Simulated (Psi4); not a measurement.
# GeH2Cl− (SMILES [Cl][GeH2-]) at B3LYP/6-31G(d) (spherical functions, sweep point 7)

Wanted: a geometry optimisation of GeH2Cl−. 

Program for the calculation: Psi4 1.11.

4 further runs of the same task are left out: 4 set aside as unsound or not needed.

**1. Starting point**

GeH2Cl−: 4 atoms, total charge -1, spin state singlet. SMILES: `[Cl][GeH2-]`. Geometry: a GFN2-xTB relaxation, a rough one for these elements and not checked as a minimum. The run starts from this shape.

Bond lengths: Cl1–Ge2 2.321 Å, Ge2–H3 1.756 Å, Ge2–H4 1.757 Å. Angles: Cl1–Ge2–H3 93.9°, Cl1–Ge2–H4 93.5°, H3–Ge2–H4 86.7°.

**2. A geometry optimisation at B3LYP/6-31G(d) (spherical functions, sweep point 7)**

job.dat reads:

```
memory 1.6 GB

molecule mol {
  -1 1
  Cl    -1.566020     0.389730     1.014420
  Ge     0.036260    -0.806600    -0.163840
  H      0.151880     0.384060    -1.448900
  H      1.377880     0.032810     0.598330
  symmetry c1
}

set {
  puream true
  scf_type pk
  dft_radial_points 150
  dft_spherical_points 974
  g_convergence gau_tight
  geom_maxiter 50
}

result, w = opt("b3lyp/6-31G*", return_wfn=True)
```

Command:

```bash
$ psi4 job.dat job.out -n 1
```

job.out:

```text
Psi4 1.11 release

gradient() will perform analytic gradient computation.

   => Loading Basis Set <=

    Name: 6-31G*
    Role: ORBITAL
    Keyword: BASIS

         ---------------------------------------------------------
                                   SCF
                              RKS Reference
                        1 Threads,   1525 MiB Core
         ---------------------------------------------------------

  ==> Geometry <==

    Molecular point group: c1
    Full point group: C1

    Geometry (in Angstrom), charge = -1, multiplicity = 1:

       Center              X                  Y                   Z               Mass
    ------------   -----------------  -----------------  -----------------  -----------------
         CL          -1.110319172784     0.800676299563     0.811503143689    34.968852682000
         GE           0.491960827216    -0.395653700437    -0.366756856311    73.921177761000
         H            0.607580827216     0.795006299563    -1.651816856311     1.007825032230
         H            1.833580827216     0.443756299563     0.395413143689     1.007825032230

  Running in c1 symmetry.

  Rotational constants: A =      2.76610  B =      0.12742  C =      0.12720 [cm^-1]
  Rotational constants: A =  82925.53916  B =   3819.88418  C =   3813.21270 [MHz]
  Nuclear repulsion =  149.536647438768881

  Charge       = -1
  Multiplicity = 1
  Electrons    = 52
  Nalpha       = 26
  Nbeta        = 26

  ==> Algorithm <==

  SCF Algorithm Type is PK.
  DIIS enabled.
  MOM disabled.
  Fractional occupation disabled.
  Guess Type is SAD.
  Energy threshold   = 1.00e-08
  Density threshold  = 1.00e-08
  Integral threshold = 1.00e-12

  ==> Primary Basis <==

  Basis Set: 6-31G*
    Blend: 6-31G*
    Number of shells: 24
    Number of basis functions: 54
    Number of Cartesian functions: 58
    Spherical Harmonics?: true
    Max angular momentum: 2

  ==> DFT Potential <==

   => LibXC <=

    Version 7.1.2

   => Composite Functional: B3LYP <=

    B3LYP Hyb-GGA Exchange-Correlation Functional

    Deriv               =              1
    GGA                 =           TRUE
    Meta                =          FALSE

    Exchange Hybrid     =           TRUE
    MP2 Hybrid          =          FALSE

   => Exchange Functionals <=

    0.0800   Slater exchange
    0.7200         Becke 88

   => Exact (HF) Exchange <=

    0.2000               HF

   => Correlation Functionals <=

    0.1900   Vosko, Wilk & Nusair (VWN5_RPA)
    0.8100   Lee, Yang & Parr

   => LibXC Density Thresholds  <==

    XC_HYB_GGA_XC_B3LYP:  1.00E-15

   => Molecular Quadrature <=

    Radial Scheme          =       TREUTLER
    Pruning Scheme         =           NONE
    Nuclear Scheme         =       TREUTLER

    Blocking Scheme        =         OCTREE
    BS radius alpha        =              1
    Pruning alpha          =              1
    Radial Points          =            150
    Spherical Points       =            974
    Total Points           =         554726
    Total Blocks           =           3900
    Max Points             =            256
    Max Functions          =             53
    Weights Tolerance      =       1.00E-15

  ==> Integral Setup <==

  Using in-core PK algorithm.
   Calculation information:
      Number of atoms:                   4
      Number of AO shells:              24
      Number of primitives:             78
      Number of atomic orbitals:        58
      Number of basis functions:        54

      Integral cutoff                 1.00e-12
      Number of threads:                 1

  Performing in-core PK
  Using 2206710 doubles for integral storage.
  We computed 41416 shell quartets total.
  Whereas there are 45150 unique shell quartets.

  ==> DiskJK: Disk-Based J/K Matrices <==

    J tasked:                  Yes
    K tasked:                  Yes
    wK tasked:                  No
    Memory [MiB]:              501
    Schwarz Cutoff:          1E-12

  Cached 100.0% of DFT collocation blocks in 0.628 [GiB].

  Minimum eigenvalue in the overlap matrix is 2.2382851749E-02.
  Reciprocal condition number of the overlap matrix is 6.5131404839E-03.
    Using symmetric orthogonalization.

  ==> Pre-Iterations <==

  SCF Guess: Superposition of Atomic Densities via on-the-fly atomic UHF (no occupation information).

   -------------------------
    Irrep   Nso     Nmo
   -------------------------
     A         54      54
   -------------------------
    Total      54      54
   -------------------------

  ==> Iterations <==

                        Total Energy        Delta E     RMS |[F,P]|

   @RKS iter SAD: -2534.43904631325267   -2.53444e+03   0.00000e+00
   @RKS iter   1: -2536.59481966064004   -2.15577e+00   5.02227e-02 DIIS/ADIIS
   @RKS iter   2: -2532.64671450188689    3.94811e+00   1.07102e-01 ADIIS
   @RKS iter   3: -2538.06002453007750   -5.41331e+00   1.64871e-02 DIIS/ADIIS
   @RKS iter   4: -2538.21611446461020   -1.56090e-01   2.73548e-03 DIIS/ADIIS
   @RKS iter   5: -2538.22449313533571   -8.37867e-03   6.64568e-04 DIIS/ADIIS
   @RKS iter   6: -2538.22525875091196   -7.65616e-04   9.10045e-05 DIIS
   @RKS iter   7: -2538.22527478378515   -1.60329e-05   2.26684e-05 DIIS
   @RKS iter   8: -2538.22527566002054   -8.76235e-07   4.27554e-06 DIIS
   @RKS iter   9: -2538.22527568369242   -2.36719e-08   8.26134e-07 DIIS
   @RKS iter  10: -2538.22527568485430   -1.16188e-09   9.24915e-08 DIIS
   @RKS iter  11: -2538.22527568486748   -1.31877e-11   1.51970e-08 DIIS
   @RKS iter  12: -2538.22527568487067   -3.18323e-12   2.69859e-09 DIIS
  Energy and wave function converged.

  ==> Post-Iterations <==

[... 35 lines left out ...]
    Two-Electron Energy =                1240.0599560595128423
[... 18 lines left out ...]
 Dipole X            :          1.3593076           -1.3067793            0.0525284
[... 110 lines left out ...]
	Measures of convergence in internal coordinates in au.
[... 142 lines left out ...]
   @RKS iter   0: -2538.24564067161737   -2.53825e+03   5.14481e-03
[... 4 lines left out ...]
   @RKS iter   5: -2538.23168712080314   -3.39302e-07   5.42601e-06 DIIS
[... 4 lines left out ...]
  Energy and wave function converged.
[... 18 lines left out ...]
    Two-Electron Energy =                1239.1226376861682184
[... 18 lines left out ...]
 Dipole X            :          1.8287851           -1.5547407            0.2740444
[... 91 lines left out ...]
	Measures of convergence in internal coordinates in au.
[... 111 lines left out ...]
   @RKS iter   0: -2538.23454042724825   -2.53823e+03   1.79601e-03
[... 4 lines left out ...]
   @RKS iter   5: -2538.23213810574043   -5.37675e-08   2.11817e-06 DIIS
[... 4 lines left out ...]
  Energy and wave function converged.
[... 18 lines left out ...]
    Two-Electron Energy =                1238.0063854810241537
[... 18 lines left out ...]
 Dipole X            :          2.0479371           -1.6783846            0.3695525
[... 91 lines left out ...]
	Measures of convergence in internal coordinates in au.
[... 111 lines left out ...]
   @RKS iter   0: -2538.22912341279834   -2.53823e+03   5.31839e-04
[... 4 lines left out ...]
   @RKS iter   5: -2538.23219687312212   -8.23093e-10   1.92726e-07 DIIS
[... 15 lines left out ...]
  @RKS Final Energy: -2538.23219687318760
[... 7 lines left out ...]
    Empirical Dispersion Energy =           0.0000000000000000
[... 18 lines left out ...]
 Dipole Z            :         -1.9743408            1.6878126           -0.2865282
[... 96 lines left out ...]
	  Convergence Criteria              o    1.50e-05 *    1.00e-05 *    6.00e-05 *    4.00e-05 *
[... 106 lines left out ...]
   @RKS iter   2: -2538.23220638784642    8.12944e-07   4.34539e-05 DIIS
[... 4 lines left out ...]
   @RKS iter   7: -2538.23221064665222   -8.64020e-12   1.08243e-08 DIIS
[... 18 lines left out ...]
    Nuclear Repulsion Energy =            146.3366677957373270
[... 4 lines left out ...]
    VV10 Nonlocal Energy =                  0.0000000000000000
[... 59 lines left out ...]
    Weights Tolerance      =       1.00E-15
[... 121 lines left out ...]
    Weights Tolerance      =       1.00E-15
[... 22 lines left out ...]
   @RKS iter   3: -2538.23221399941622   -2.31969e-07   1.23422e-06 DIIS
[... 4 lines left out ...]
  Energy and wave function converged.
[... 18 lines left out ...]
    Two-Electron Energy =                1236.9992385487939828
[... 18 lines left out ...]
 Dipole X            :          2.0931333           -1.7030101            0.3901232
[... 91 lines left out ...]
	Measures of convergence in internal coordinates in au.
[... 111 lines left out ...]
   @RKS iter   0: -2538.23224072981975   -2.53823e+03   3.39734e-05
[... 4 lines left out ...]
   @RKS iter   5: -2538.23221567389601   -4.59295e-11   4.61384e-08 DIIS
[... 15 lines left out ...]
  @RKS Final Energy: -2538.23221567389601
[... 7 lines left out ...]
    Empirical Dispersion Energy =           0.0000000000000000
[... 18 lines left out ...]
 Dipole Z            :         -2.0058476            1.7052474           -0.3006002
[... 96 lines left out ...]
	  Convergence Criteria              o    1.50e-05 *    1.00e-05 *    6.00e-05 *    4.00e-05 *
[... 106 lines left out ...]
   @RKS iter   2: -2538.23221597135080   -4.01042e-09   1.18306e-06 DIIS
[... 4 lines left out ...]
  Energy and wave function converged.
[... 18 lines left out ...]
    Two-Electron Energy =                1237.0415804297974773
[... 18 lines left out ...]
 Dipole X            :          2.0986889           -1.7070181            0.3916708
[... 91 lines left out ...]
	Measures of convergence in internal coordinates in au.
[... 93 lines left out ...]
   @RKS iter   0: -2538.23222294477182   -2.53823e+03   2.17227e-06
[... 4 lines left out ...]
  Energy and wave function converged.
[... 11 lines left out ...]
       1A   -398.508841     2A   -101.279030     3A    -49.585605
       4A    -44.110386     5A    -44.108873     6A    -44.108080
       7A     -9.209390     8A     -6.969384     9A     -6.964780
[... 5 lines of this table left out ...]
      25A     -0.075247    26A     -0.016717

    Virtual:

      27A      0.160624    28A      0.229658    29A      0.268878
      30A      0.329057    31A      0.365114    32A      0.369519
      33A      0.409979    34A      0.614051    35A      0.625682
[... 5 lines of this table left out ...]
      51A      3.524281    52A      3.528133    53A      3.647402
      54A      3.664974

    Final Occupation by Irrep:
              A
    DOCC [    26 ]
    NA   [    26 ]
    NB   [    26 ]

  @RKS Final Energy: -2538.23221597544671

   => Energetics <=

    Nuclear Repulsion Energy =            146.2829357320883616
    One-Electron Energy =               -3834.4494340550936613
    Two-Electron Energy =                1237.0451256927785835
    DFT Exchange-Correlation Energy =     -87.1108433452197914
    Empirical Dispersion Energy =           0.0000000000000000
    VV10 Nonlocal Energy =                  0.0000000000000000
    Total Energy =                      -2538.2322159754467066

Computation Completed

Properties will be evaluated at   0.000000,   0.000000,   0.000000 [a0]

Properties computed using the SCF density matrix

 Multipole Moments:

 ------------------------------------------------------------------------------------
     Multipole            Electronic (a.u.)      Nuclear  (a.u.)        Total (a.u.)
 ------------------------------------------------------------------------------------

 L = 1.  Multiply by 2.5417464519 to convert [e a0] to [Debye]
 Dipole X            :          2.0985424           -1.7069565            0.3915859
 Dipole Y            :         -4.2930937            3.9191127           -0.3739809
 Dipole Z            :         -2.0068335            1.7062481           -0.3005853
 Magnitude           :                                                    0.6193164

 ------------------------------------------------------------------------------------

	total time  =          9 seconds =       0.15 minutes

         ------------------------------------------------------------
                                   SCF GRAD
         ------------------------------------------------------------

  ==> Geometry <==

    Molecular point group: c1
    Full point group: C1

    Geometry (in Angstrom), charge = -1, multiplicity = 1:

       Center              X                  Y                   Z               Mass
    ------------   -----------------  -----------------  -----------------  -----------------
         CL          -1.185370553080     0.782917021547     0.849498152999    34.968852682000
         GE           0.529205757654    -0.385260545606    -0.385437382523    73.921177761000
         H            0.566538990724     0.715817634590    -1.581997885701     1.007825032230
         H            1.746893684552     0.376835605899     0.377433146936     1.007825032230

  Nuclear repulsion =  146.282935732088362

   => Molecular Quadrature <=

    Radial Scheme          =       TREUTLER
    Pruning Scheme         =           NONE
    Nuclear Scheme         =       TREUTLER

    Blocking Scheme        =         OCTREE
    BS radius alpha        =              1
    Pruning alpha          =              1
    Radial Points          =            150
    Spherical Points       =            974
    Total Points           =         554401
    Total Blocks           =           3896
    Max Points             =            256
    Max Functions          =             52
    Weights Tolerance      =       1.00E-15

  -Total Gradient:
     Atom            X                  Y                   Z
    ------   -----------------  -----------------  -----------------
       1       -0.000000103799     0.000000324089    -0.000000053619
       2        0.000000058963    -0.000000163324     0.000000093044
       3       -0.000000037446     0.000000158681     0.000000036958
       4        0.000000203981     0.000000016571    -0.000000091473

	total time  =          8 seconds =       0.13 minutes

    			-----------------------------------------

    			 OPTKING 3.0: for geometry optimizations

    			        with contributions from

    			-----------------------------------------

	                            ===> Fragment 1 <==

	 Z (Atomic Numbers)          Masses                          Geom
	      17.000000            34.968853         -2.24002570  1.47949875  1.60531885
	      32.000000            73.921178          1.00005395 -0.72803692 -0.72837109
	       1.000000             1.007825          1.07060353  1.35269929 -2.98954274
	       1.000000             1.007825          3.30115063  0.71211609  0.71324528

	 - Coordinate -           - BOHR/RAD -       - ANG/DEG -
	 R(1,2)           =         4.562613           2.414431
	 R(2,3)           =         3.073652           1.626507
	 R(2,4)           =         3.073653           1.626507
[... 5 lines of this table left out ...]
	 O(4,2,1,3)       =        -1.504004         -86.173066

	        --- Internal Coordinate Step in ANG or DEG, aJ/ANG or AJ/DEG ---
	-------------------------------------------------------------------------------
	           Coordinate      Previous         Force          Change          New
	           ----------      --------        ------          ------        ------
	               R(1,2)       2.41443       -0.00000       -0.00000       2.41443
	               R(2,3)       1.62651       -0.00000       -0.00000       1.62651
	               R(2,4)       1.62651       -0.00000       -0.00000       1.62651
[... 5 lines of this table left out ...]
	           O(4,2,1,3)     -86.17307       -0.00000       -0.00005     -86.17312
	-------------------------------------------------------------------------------

	                                 ==> Convergence Check <==

	Measures of convergence in internal coordinates in au.

	Criteria marked as inactive (o), active & met (*), and active & unmet ( ).

	----------------------------------------------------------------------------------------------
	   Step    Total Energy     Delta E     Max Force     RMS Force      Max Disp      RMS Disp
	----------------------------------------------------------------------------------------------
	  Convergence Criteria              o    1.50e-05 *    1.00e-05 *    6.00e-05 *    4.00e-05 *
	----------------------------------------------------------------------------------------------
	     9   -2538.23221598   -1.22e-09 o    2.57e-07 *    1.75e-07 *    2.24e-06 *    1.26e-06 *  ~
	----------------------------------------------------------------------------------------------

Next Geometry in Ang
	Fragment 1 (Ang)

	   Cl  -1.1853692224   0.7829166131   0.8494987272
	   Ge   0.5292054594  -0.3852598665  -0.3854377819
	    H   0.5665393705   0.7158171893  -1.5819989945
	    H   1.7468922723   0.3768357806   0.3774340810

    Final optimized geometry and variables:
    Molecular point group: c1
    Full point group: C1

    Geometry (in Angstrom), charge = -1, multiplicity = 1:

    CL          -1.185370553080     0.782917021547     0.849498152999
    GE           0.529205757654    -0.385260545606    -0.385437382523
    H            0.566538990724     0.715817634590    -1.581997885701
    H            1.746893684552     0.376835605899     0.377433146936

    Psi4 run time: 0:03:31.19

[set-up sections that repeat, and orbital energies of the middle runs, are left out above]
```

Standard output:

```text
Optimizer: Optimization complete!
```

Run time: 3.6 min. Hardware: 1 thread of Intel Xeon at 2.50GHz (Skylake/Cascade Lake), shared host; peak memory 1 GiB.

The path in brief:

```
step  energy from the first frame kept (eV)  largest force (eV/Å)
   0                                 0.0000                1.9151
   1                                -0.1745                0.5516
   2                                -0.1867                0.2104
   3                                -0.1883                0.0861
   4                                -0.1887                0.0399
   5                                -0.1888                0.0116
   6                                -0.1888                0.0054
   7                                -0.1889                0.0005
   8                                -0.1889                0.0000
```

After the run. Bond lengths: Cl1–Ge2 2.414 Å, Ge2–H3 1.627 Å, Ge2–H4 1.627 Å. Angles: Cl1–Ge2–H3 93.7°, Cl1–Ge2–H4 93.7°, H3–Ge2–H4 90.6°.

**3. What came out**

Level: B3LYP/6-31G* (spherical functions, sweep point 7).

| quantity | value |
| --- | --- |
| total energy at the end | -2538.23222 Eh |
| HOMO energy | -0.45 eV |
| LUMO energy | 4.37 eV |
| HOMO–LUMO gap (to an unbound level, set by the basis) | 4.83 eV |

In words: At the final geometry: Bond lengths: Cl1–Ge2 2.414 Å, Ge2–H3 1.627 Å, Ge2–H4 1.627 Å. Angles: Cl1–Ge2–H3 93.7°, Cl1–Ge2–H4 93.7°, H3–Ge2–H4 90.6°. The optimisation took 9 steps and changed the energy by -0.189 eV.
